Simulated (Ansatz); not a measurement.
**C₅H₁₀O₃: ionisation energy by level of theory**

An exercise on one series of results from a longer session: the logs are not shown, and one member is left open.

Method: unrestricted cation, the program's frozen cores in correlated methods; program: Ansatz 0.2.0, Gaussian basis.

Plan: UKS PBE-D4/def2-TZVPP; UKS r2SCAN-D4/def2-TZVPP; UKS PBE0-D4/def2-TZVPP; UKS B3LYP-D4/def2-TZVPP; UKS wB97X-V/def2-TZVPP; UKS wB97M-V/def2-TZVPP; UKS B2PLYP/def2-TZVPP; UHF-CCSD(T)/def2-TZVPP; UHF-MP2/def2-QZVPP; extrapolation to the limit; then −ε(HOMO) from the neutral's earlier runs with LDA (SPW92), PBE-D4, revPBE-D4, BLYP-D4, r2SCAN-D4, B97M-V, PBE0-D4, B3LYP-D4, r2SCANh-D4, r2SCAN0-D4, HSE06-D4, BHLYP-D4, CAM-B3LYP-D4, LC-ωPBE, ωB97X-V, ωB97M-V.

## Structure used throughout

An earlier PBE0-D4 in a triple-zeta def2 set relaxation fixed the geometry.

SMILES `C1COCOCCO1`, 18 atoms, charge 0, spin multiplicity 1.

Atoms are counted from 1 here; the program's logs count them from 0.

Bond lengths: C1–C2 1.514 Å, C1–O8 1.406 Å, C1–H9 1.095 Å, C1–H10 1.098 Å, C2–O3 1.408 Å, C2–H11 1.099 Å, C2–H12 1.094 Å, O3–C4 1.392 Å, C4–O5 1.392 Å, C4–H13 1.092 Å, C4–H14 1.102 Å, O5–C6 1.408 Å, C6–C7 1.514 Å, C6–H15 1.094 Å, C6–H16 1.099 Å, C7–O8 1.406 Å, C7–H17 1.098 Å, C7–H18 1.095 Å. Angles: C2–C1–O8 114.4°, C2–C1–H9 107.8°, C2–C1–H10 109.4°, O8–C1–H9 106.0°, O8–C1–H10 110.9°, H9–C1–H10 108.0°, C1–C2–O3 115.2°, C1–C2–H11 109.0°, C1–C2–H12 108.2°, O3–C2–H11 110.5°, O3–C2–H12 105.7°, H11–C2–H12 107.9°, C2–O3–C4 117.9°, O3–C4–O5 114.8°, O3–C4–H13 105.6°, O3–C4–H14 110.1°, O5–C4–H13 105.6°, O5–C4–H14 110.1° and more.

Set-up of the first run:

Contents of in.yaml:

```yaml
crystal:
  periodic: [false, false, false]
  atoms:
    - {symbol: C, position_ang: [-1.358455, -0.633199, -0.801534]}
    - {symbol: C, position_ang: [-0.195168, -1.599564, -0.737466]}
    - {symbol: O, position_ang: [0.461235, -1.664299, 0.506417]}
    - {symbol: C, position_ang: [1.458688, -0.728967, 0.765509]}
    - {symbol: O, position_ang: [1.024532, 0.421308, 1.417664]}
    - {symbol: C, position_ang: [0.649605, 1.524587, 0.627449]}
    - {symbol: C, position_ang: [-0.780435, 1.504363, 0.131782]}
    - {symbol: O, position_ang: [-0.989640, 0.707621, -1.007317]}
    - {symbol: H, position_ang: [-1.977470, -0.911843, -1.661131]}
    - {symbol: H, position_ang: [-1.969971, -0.736529, 0.104764]}
    - {symbol: H, position_ang: [0.517929, -1.355893, -1.537653]}
    - {symbol: H, position_ang: [-0.577465, -2.607965, -0.922513]}
    - {symbol: H, position_ang: [2.146715, -1.217438, 1.458113]}
    - {symbol: H, position_ang: [1.980500, -0.461989, -0.168062]}
    - {symbol: H, position_ang: [0.777682, 2.403171, 1.266958]}
    - {symbol: H, position_ang: [1.325818, 1.630546, -0.232602]}
    - {symbol: H, position_ang: [-1.446797, 1.200418, 0.950064]}
    - {symbol: H, position_ang: [-1.047305, 2.525686, -0.160438]}
basis:
  gaussian: {orbitals: def2-TZVPP}
total_charge: 1
magnetization: {spin_polarized: true, initial_magnetization: 1}
hamiltonian: {xc: pbe, dispersion: d4}
```

On the command line:

```console
$ ansatz run in.yaml --threads 2 --pin off --events-out ev --progress --plain --max-ram 22528MiB --backend cuda --devices 0, --max-vram 18GiB
```

Steps of the session up to this table: Cation, UKS PBE-D4/def2-TZVPP; Cation, UKS r2SCAN-D4/def2-TZVPP; Cation, UKS PBE0-D4/def2-TZVPP; Cation, UKS B3LYP-D4/def2-TZVPP; Cation, UKS wB97X-V/def2-TZVPP; Cation, UKS wB97M-V/def2-TZVPP; Cation, UKS B2PLYP (frozen core)/def2-TZVPP; Cation, UHF-CCSD(T)/def2-TZVPP; Cation, UHF-MP2/def2-QZVPP.

One table of the session follows, with a row left open; its other results are not shown here.

Orbital estimates, from the neutral's runs:

| functional | −ε(HOMO) (eV) |
| --- | --- |
| LDA (SPW92) | 5.84 |
| PBE-D4 | 5.68 |
| revPBE-D4 | 5.62 |
| BLYP-D4 | 5.61 |
| r2SCAN-D4 | 5.97 |
| B97M-V | 6.17 |
| PBE0-D4 | 7.20 |
| B3LYP-D4 | ? |
| r2SCANh-D4 | 6.54 |
| r2SCAN0-D4 | 7.40 |
| HSE06-D4 | 6.79 |
| BHLYP-D4 | 8.70 |
| CAM-B3LYP-D4 | 8.65 |
| LC-ωPBE | 9.92 |
| ωB97X-V | 9.63 |
| ωB97M-V | 9.58 |

Estimate the missing values for B3LYP-D4.

Worked estimate for «−ε(HOMO) (eV)». Against the share of exact exchange, BLYP-D4 (0, 5.61), BHLYP-D4 (0.5, 8.70) give a slope of 6.18 per unit share; at 0.2 the line stands at 6.85.

The run gave: −ε(HOMO) (eV): 6.99. In «−ε(HOMO) (eV)» the line misses by -0.14.

Caveats from the session: The cation may have settled in a state other than its lowest; no search over hole states beyond the program's own was made.
